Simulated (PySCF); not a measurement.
# FeH4: structure of the singlet

Where does singlet FeH4 go from a see-saw start, is the end point a minimum, and what are its modes, charges and moments?

Method: PBE0, basis Fe def2-TZVP, H def2-TZVP, no relativity, density fitting; program: PySCF 2.14.0.

## Step 1: Where the work starts

5 atoms, charge 0, spin multiplicity 1.

Bond lengths: Fe1–H2 1.480 Å, Fe1–H3 1.480 Å, Fe1–H4 1.480 Å, Fe1–H5 1.480 Å. Angles: H2–Fe1–H3 170.0°, H2–Fe1–H4 86.9°, H2–Fe1–H5 86.9°, H3–Fe1–H4 86.9°, H3–Fe1–H5 86.9°, H4–Fe1–H5 104.0°.

Coordinates in bohr (charge 0 multiplicity 1):
```
Fe    0.0000    0.0000   -0.0661
H     0.0000    2.7862    0.1777
H     0.0000   -2.7862    0.1777
H     2.2040    0.0000    1.6558
H    -2.2040    0.0000    1.6558
```

## Step 2: Relaxing the singlet from the see-saw start

The steps below are one call of a driver around PySCF. For each, scf.py gives the equivalent set-up of the SCF; relaxations use the driver's own optimiser. Before each start the driver seeks the lowest SCF state from one or more starting densities and follows internal instabilities, so scf.py alone need not reach the same state.

The program finds C2v symmetry in the start, which this walk keeps. Threshold on the gradient: 0.0003 Eh/bohr, with a further test on the energy change.

Input file scf.py:

```python
from pyscf import gto, scf, dft
mol = gto.M(atom='''
Fe     0.000000     0.000000    -0.034964
H      0.000000     1.474400     0.094036
H     -0.000000    -1.474400     0.094036
H      1.166300    -0.000000     0.876236
H     -1.166300     0.000000     0.876236''',
    basis={'Fe': 'def2-TZVP', 'H': 'def2-TZVP'},
    charge=0, spin=0)
mf = dft.RKS(mol, xc='PBE0')
mf.grids.atom_grid = (50, 194)
aux = {'Fe': 'def2-universal-JKFIT', 'H': 'def2-universal-JKFIT'}
mf = mf.density_fit(auxbasis=aux)
mf.kernel()
```

The optimiser's trace:

```tsv
step	energy (Eh)	change (kJ/mol)	largest symmetric gradient (Eh/bohr)
0	-1265.636155	0.00	0.05768
1	-1265.661245	-65.87	0.05060
2	-1265.683336	-123.87	0.03833
3	-1265.687965	-136.03	0.03443
4	-1265.702260	-173.56	0.03500
5	-1265.707230	-186.61	0.02742
6	-1265.709014	-191.29	0.00830
7	-1265.709343	-192.16	0.00252
8	-1265.709376	-192.24	0.00043
9	-1265.709377	-192.25	0.00005
```

The walk needed 5.2 s of wall time on 4 threads, shared host.

After 9 steps and 192.2 kJ/mol it ends at C4v: Fe–H 1.447 Å (×4); H–Fe–H 67.9° (×4), H–Fe–H 104.4° (×2).

## Step 3: Frequencies

The point is checked on the finer grid, and tightened if its gradient asks for it. The Hessian and the dipole derivatives come from central differences of analytic gradients, with steps of 0.01 bohr.

scf.py: that of step 2 with these lines changed.

```diff
@@ -3,5 +3,5 @@
-Fe     0.000000     0.000000    -0.034964
-H      0.000000     1.474400     0.094036
-H     -0.000000    -1.474400     0.094036
-H      1.166300    -0.000000     0.876236
-H     -1.166300     0.000000     0.876236''',
+Fe     0.000000     0.000000    -0.059613
+H      0.000000     1.143110     0.827135
+H     -0.000000    -1.143110     0.827135
+H      1.143110    -0.000000     0.827135
+H     -1.143110     0.000000     0.827135''',
@@ -11 +11 @@
-mf.grids.atom_grid = (50, 194)
+mf.grids.atom_grid = (75, 302)
```

This SCF starts from the last density.

Log of the central SCF (cycles and frontier levels):

```text
init E= -1265.70908449599
  HOMO = -0.226125181724036  LUMO = -0.0551797138987318  gap/eV = 4.65166
cycle= 1 E= -1265.70908449557  delta_E= 4.2e-10  |g|= 6.24e-05  |ddm|= 2.17e-05
  HOMO = -0.2261473794237  LUMO = -0.055192002711159  gap/eV = 4.65193
cycle= 2 E= -1265.70908448357  delta_E= 1.2e-08  |g|= 0.000331  |ddm|= 0.00011
  HOMO = -0.226128929883873  LUMO = -0.0551817833357699  gap/eV = 4.65171
cycle= 3 E= -1265.70908449601  delta_E= -1.24e-08  |g|= 2.75e-06  |ddm|= 9.35e-05
  HOMO = -0.226128922707875  LUMO = -0.0551817528599379  gap/eV = 4.65171
cycle= 4 E= -1265.70908449601  delta_E= 2.96e-12  |g|= 6.81e-08  |ddm|= 1.5e-06
  HOMO = -0.226128917388759  LUMO = -0.0551817383721168  gap/eV = 4.65171
Extra cycle  E= -1265.70908449601  delta_E= -2.27e-12  |g|= 1.45e-07  |ddm|= 2.19e-07
converged SCF energy = -1265.70908449601
```

The whole step took 7.6 s.

Geometry: C4v; Fe–H 1.447 Å (×4); H–Fe–H 67.9° (×4), H–Fe–H 104.4° (×2).

Harmonic modes (main isotopes):

```
symmetry  ω (cm⁻¹)  IR (km/mol)  μ (u)
       e      544i          334   1.02
      b2       680          0.0   1.01
      a1       883          1.1   1.05
      b1       887          0.0   1.01
      b1      2119          0.0   1.01
      a1      2149          8.8   1.04
       e      2162          249   1.03
```

2 modes are imaginary, the largest at 544i cm⁻¹: a saddle point, not a minimum.

Constants and moments:

| Item | Value |
| --- | --- |
| Dipole moment | 3.37 D |
| Highest occupied level | -6.15 eV |
| Lowest empty level | -1.50 eV |
| Rotational constants | 3.2, 3.015, 3.015 cm⁻¹ |
| Zero-point energy (real modes) | 66.1 kJ/mol |
| Principal polarisabilities | 24.9, 34.7, 34.7 bohr³ |
| Atomisation energy without zero-point energy | 707 kJ/mol |
| Principal traceless quadrupole moments about the centre of mass | -1.11, -1.11, 2.23 D Å |

Populations by atom (charges in e):

```
    atom  Mulliken  Löwdin  polar tensor  Mayer order to Fe1
     Fe1     -0.14   -0.20          0.42                   –
H2,3,4,5      0.03    0.05         -0.11                0.90
```

Outer orbital energies (eV). occupied: -59.71, -59.71, -10.86, -8.37, -8.37, -7.14, -6.97, -6.15; empty: -1.50, -1.50, -1.34, 2.42.

Mulliken populations on Fe1: s 6.52, p 12.36, d 7.25, f 0.00.

## Step 4: Leaving the saddle point

The start is the last point, displaced along its most imaginary mode.

The program finds C1 symmetry in the start.

scf.py: that of step 3 with these lines changed.

```diff
@@ -3,5 +3,5 @@
-Fe     0.000000     0.000000    -0.059613
-H      0.000000     1.143110     0.827135
-H     -0.000000    -1.143110     0.827135
-H      1.143110    -0.000000     0.827135
-H     -1.143110     0.000000     0.827135''',
+Fe    -0.001189    -0.002293    -0.059613
+H      0.059265     1.092473     0.876486
+H      0.059265    -1.193748     0.777783
+H      1.116845     0.114258     0.852733
+H     -1.169376     0.114258     0.801536''',
@@ -11 +11 @@
-mf.grids.atom_grid = (75, 302)
+mf.grids.atom_grid = (50, 194)
```

The optimiser's trace:

```tsv
step	energy (Eh)	change (kJ/mol)	largest gradient (Eh/bohr)
0	-1265.710274	0.00	0.00291
1	-1265.710541	-0.70	0.00337
2	-1265.710884	-1.60	0.00392
3	-1265.711342	-2.80	0.00459
4	-1265.711964	-4.44	0.00541
5	-1265.712824	-6.69	0.00642
6	-1265.714026	-9.85	0.00761
7	-1265.715705	-14.26	0.00888
8	-1265.717940	-20.12	0.00970
9	-1265.720408	-26.61	0.00868
10	-1265.722506	-32.12	0.01431
11	-1265.723428	-34.53	0.00587
12	-1265.724181	-36.51	0.00527
13	-1265.724237	-36.66	0.00367
14	-1265.724315	-36.86	0.00145
15	-1265.724348	-36.95	0.00184
16	-1265.724389	-37.06	0.00181
17	-1265.724429	-37.16	0.00160
18	-1265.724475	-37.28	0.00128
19	-1265.724512	-37.38	0.00151
20	-1265.724533	-37.44	0.00144
21	-1265.724548	-37.48	0.00074
22	-1265.724552	-37.48	0.00057
23	-1265.724553	-37.49	0.00023
```

The walk took 14 s.

After 23 steps and 37.5 kJ/mol it ends at C1: Fe–H 1.490 Å, Fe–H 1.496 Å, Fe–H 1.541 Å, Fe–H 1.586 Å, H–H 0.865 Å; Fe–H–H 71.1°, Fe–H–H 76.8°, H–Fe–H 32.1°, H–Fe–H 67.9°, H–Fe–H 91.4°, H–Fe–H 96.1°.

## Step 5: Is it a minimum? Harmonic modes

As before: finer grid, then central differences.

scf.py: that of step 4 with these lines changed.

```diff
@@ -3,5 +3,5 @@
-Fe    -0.001189    -0.002293    -0.059613
-H      0.059265     1.092473     0.876486
-H      0.059265    -1.193748     0.777783
-H      1.116845     0.114258     0.852733
-H     -1.169376     0.114258     0.801536''',
+Fe    -0.008923    -0.017118    -0.056565
+H      0.371311     0.967598     1.065127
+H      0.208349    -1.262534     0.743025
+H      1.137910     0.739008     0.734421
+H     -1.209783     0.510093     0.653267''',
@@ -11 +11 @@
-mf.grids.atom_grid = (50, 194)
+mf.grids.atom_grid = (75, 302)
```

SCF at the final geometry:

```text
init E= -1265.72444584135
  HOMO = -0.2298537771799  LUMO = -0.0558391092119651  gap/eV = 4.73518
cycle= 1 E= -1265.72444584136  delta_E= -1.59e-11  |g|= 8.06e-06  |ddm|= 9.79e-06
  HOMO = -0.229856604045458  LUMO = -0.0558408860999606  gap/eV = 4.73521
Extra cycle  E= -1265.72444584123  delta_E= 1.29e-10  |g|= 3.56e-05  |ddm|= 1.56e-05
converged SCF energy = -1265.72444584123
```

The whole step took 28 s.

Geometry: C1; Fe–H 1.491 Å, Fe–H 1.496 Å, Fe–H 1.540 Å, Fe–H 1.585 Å, H–H 0.866 Å; Fe–H–H 71.1°, Fe–H–H 76.8°, H–Fe–H 32.1°, H–Fe–H 68.0°, H–Fe–H 91.5°, H–Fe–H 96.2°.

Harmonic modes (main isotopes):

```tsv
symmetry	ω (cm⁻¹)	IR (km/mol)
a	388	7.6
a	648	43.2
a	709	125
a	729	168
a	1129	103
a	1938	299
a	1965	69.9
a	1999	87.0
a	2827	250
```

No imaginary mode, so this is a minimum.

Constants and moments:

```
Dipole moment                                                   : 2.87 D
Highest occupied level                                          : -6.25 eV
Lowest empty level                                              : -1.52 eV
Rotational constants                                            : 3.562, 2.628, 2.325 cm⁻¹
Zero-point energy                                               : 73.8 kJ/mol
Principal polarisabilities                                      : 28.9, 35.1, 37.6 bohr³
Atomisation energy without zero-point energy                    : 748 kJ/mol
Principal traceless quadrupole moments about the centre of mass : -3.01, -1.61, 4.62 D Å
Entropy at 298.15 K and 1 bar                                   : 239.3 J/(mol K)
Heat capacity Cp at 298.15 K                                    : 51.3 J/(mol K)
Enthalpy at 298.15 K above 0 K                                  : 11.73 kJ/mol
Rotational symmetry number                                      : 1
```

Charges (e) and bond orders:

| atom | Mulliken | Löwdin | polar tensor | Mayer order to Fe1 |
| --- | --- | --- | --- | --- |
| Fe1 | 0.02 | -0.15 | 0.44 | – |
| H2 | 0.13 | 0.14 | 0.22 | 0.43 |
| H3 | -0.11 | -0.06 | -0.34 | 1.01 |
| H4 | 0.04 | 0.10 | -0.01 | 0.47 |
| H5 | -0.08 | -0.04 | -0.31 | 0.96 |

Outer orbital energies (eV). occupied: -59.93, -59.69, -13.87, -8.41, -7.79, -6.96, -6.62, -6.25; empty: -1.52, -1.40, -0.98, 2.54.

Mulliken populations on Fe1: s 6.57, p 12.32, d 7.09, f 0.00.

## Step 6: Stability of the closed shell

At the lowest minimum the closed shell is tested against spin polarisation, on the (50, 194) grid. It is unstable: an open-shell solution lies lower. That solution was not followed to a minimum here.

## Step 7: The points found, side by side

| spin | group | bonds | imaginary modes (cm⁻¹) | ΔE (kJ/mol) | with zero-point energy |
| --- | --- | --- | --- | --- | --- |
| singlet | C1 | Fe–H 1.491 Å, Fe–H 1.496 Å, Fe–H 1.540 Å, Fe–H 1.585 Å, H–H 0.866 Å | none | 0.0 | 0.0 |
| singlet | C4v | Fe–H 1.447 Å (×4) | 544i, 544i | 40.3 | – |

## Step 8: What came out

| quantity | value |
| --- | --- |
| minimum | singlet, C1 (closed shell, unstable towards spin polarisation) |
| geometry | Fe–H 1.491 Å, Fe–H 1.496 Å, Fe–H 1.540 Å, Fe–H 1.585 Å, H–H 0.866 Å; Fe–H–H 71.1°, Fe–H–H 76.8°, H–Fe–H 32.1°, H–Fe–H 68.0°, H–Fe–H 91.5°, H–Fe–H 96.2° |
| wavenumbers (cm⁻¹) | 388 (a), 648 (a), 709 (a), 729 (a), 1129 (a), 1938 (a), 1965 (a), 1999 (a), 2827 (a) |
| dipole moment | 2.87 D |
| highest occupied, lowest empty level | -6.25, -1.52 eV |
| polar-tensor charge of Fe1 | +0.44 e |
| zero-point energy | 73.8 kJ/mol |

The see-saw start ends in a minimum without symmetry. In the infrared the band at 1938 cm⁻¹ (a) leads. Other starts or spin states, not run here, may lie lower. A stability analysis at the minimum finds the closed shell unstable towards spin polarisation: an open-shell solution lies lower, and these values are not those of the lowest state.

The search up to here needed 59 s of wall time on 4 threads, shared host.
